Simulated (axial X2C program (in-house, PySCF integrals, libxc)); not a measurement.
**FeCl⁺: properties at the nuclei**

Wanted for FeCl⁺: properties at the nuclei, at the two-component level.

Method: two-component X2C with atomic mean-field terms, Fe dyall-cv3z, Cl dyall-av3z; program: an in-house X2C program for linear molecules on PySCF integrals.

All values are calculated.

### Step 1. The job

File task.json:

```json
{"zs": [26, 17], "q": 1, "bas": ["dyall-cv3z", "dyall-av3z"], "r0": 2.15, "levels": ["PBE0", "HF", "BP86", "LDA", "TPSSh"], "nst": 3}
```

Keys: zs atomic numbers; q charge; bas basis sets; r0 starting distance in Å; levels methods (HF also brings MP2); nst determinants followed.

Run with:

```
> python soeom.py task.json out
```

The runs that follow: Expectation values, lowest determinant; Expectation values, a higher determinant; Expectation values, a higher determinant.

What does the calculation give? Wanted: lowest determinant; Eeff magnitude; Ws magnitude Fe; A∥/gI Fe; qzz Fe; higher determinant (for each run or level that gives them).

The runs gave:

| quantity | value |
| --- | --- |
| lowest determinant | Ω = 4 (excess of +ω over −ω: ω = 3/2, ω = 5/2) |
| Eeff magnitude (GV/cm), PBE0 | 0.587 |
| Ws magnitude Fe (kHz), PBE0 | 0.0419 |
| A∥/gI Fe (MHz), PBE0 | 353 |
| qzz Fe (a.u.), PBE0 | 1.38 |
| higher determinant | Ω = 3 (excess of +ω over −ω: ω = 1/2, ω = 5/2) |
| Eeff magnitude (GV/cm), PBE0, higher determinant | 0.487 |
| Ws magnitude Fe (kHz), PBE0, higher determinant | 0.0477 |
| A∥/gI Fe (MHz), PBE0, higher determinant | 289 |
| qzz Fe (a.u.), PBE0, higher determinant | -2.09 |
| higher determinant | Ω = 1 (excess of +ω over −ω: ω = -3/2, ω = 5/2) |
| Eeff magnitude (GV/cm), PBE0, higher determinant | 0.494 |
| Ws magnitude Fe (kHz), PBE0, higher determinant | 0.145 |
| A∥/gI Fe (MHz), PBE0, higher determinant | 89.8 |
| qzz Fe (a.u.), PBE0, higher determinant | -2.07 |

**Reading.** In the first state, the effective field runs from 0.532 to 0.614 GV/cm over the mean-field levels. The expectation values come from single determinants, which for open shells can mix terms of unlike spin or miss the lowest Ω, so a determinant need not be a state. Eeff is the effective electric field on the electron dipole moment in this Ω state and Ws the scalar–pseudoscalar constant (defined with the proton number Z and per Ω); A∥ is the parallel hyperfine constant, which follows by multiplying with the nuclear g factor gI = μI/(I μN); qzz is the electric field gradient, eQq0 = 234.96 MHz × Q/barn × qzz. The operators were transformed with the bare-nucleus X2C matrices.
